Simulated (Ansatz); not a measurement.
# BiSbS: the cost of one run

Computed with Ansatz 0.2.0 (DFT PBE, scalar-relativistic, plane waves, PAW, unless a step's input says otherwise).

## (1) The starting structure

The structure is hexagonal, space group P-6m2 (No. 187). The conventional cell has a = 4.641 Å, b = 4.641 Å, c = 4.661 Å, α = 90.00°, β = 90.00°, γ = 120.00°. Around Sb (site symmetry -6m2) lie 3 Bi at 2.68 Å and 6 S at 3.55 Å. Around Bi (site symmetry -6m2) lie 3 Sb at 2.68 Å and 6 S at 3.55 Å. S (site symmetry -6m2) is surrounded by 6 Sb at 3.55 Å and 6 Bi at 3.55 Å.

Coordinates:

```cif
data_structure
_symmetry_space_group_name_H-M 'P-6m2'
_symmetry_Int_Tables_number 187
_cell_length_a 4.6405
_cell_length_b 4.6405
_cell_length_c 4.6606
_cell_angle_alpha 90.000
_cell_angle_beta 90.000
_cell_angle_gamma 120.000
_cell_volume 86.92
loop_
_atom_site_label
_atom_site_type_symbol
_atom_site_symmetry_multiplicity
_atom_site_Wyckoff_symbol
_atom_site_fract_x
_atom_site_fract_y
_atom_site_fract_z
_atom_site_occupancy
Sb1 Sb 1 b 0.00000 0.00000 0.50000 1
Bi1 Bi 1 d 0.33333 0.66667 0.50000 1
S1 S 1 e 0.66667 0.33333 0.00000 1
```

Recipe of the guess: species swapped into a database cell of CeCuSi (P-6m2, No. 187), with S on the Ce sites, Bi on the Si sites and Sb on the Cu sites. The dimensions are guesses.

## (2) A first look at the guess

input.yaml reads:

```yaml
crystal:
  lattice:
    - [4.64051979, 0.0, 0.0]
    - [-2.3202599, 4.01880803, 0.0]
    - [0.0, 0.0, 4.66064381]
  atoms:
    - { symbol: Sb, position: [0.33333333, 0.66666667, 0.5] }
    - { symbol: Bi, position: [0.66666667, 0.33333333, 0.5] }
    - { symbol: S, position: [0.0, 0.0, 0.0] }
basis:
  ecutwfc: 420
kpoints:
  mp_grid: { grid: [6, 6, 4] }
hamiltonian:
  xc: pbe
scf:
  occupations: { method: gaussian, width: 0.1 }
  lower_state_search: "off"
output:
  forces: true
  stress: true
  eigenvalues: true
```

On the command line:

```sh
$ ansatz run input.yaml --threads 1 --pin off --max-ram 2048MiB --backend cpu --events-out ev --progress --plain --runs-dir out
```

Q: Estimate wall time and peak memory on 1 thread of Arm Neoverse V1, shared host.

About 4.6 s, with a peak of 0.32 GiB.
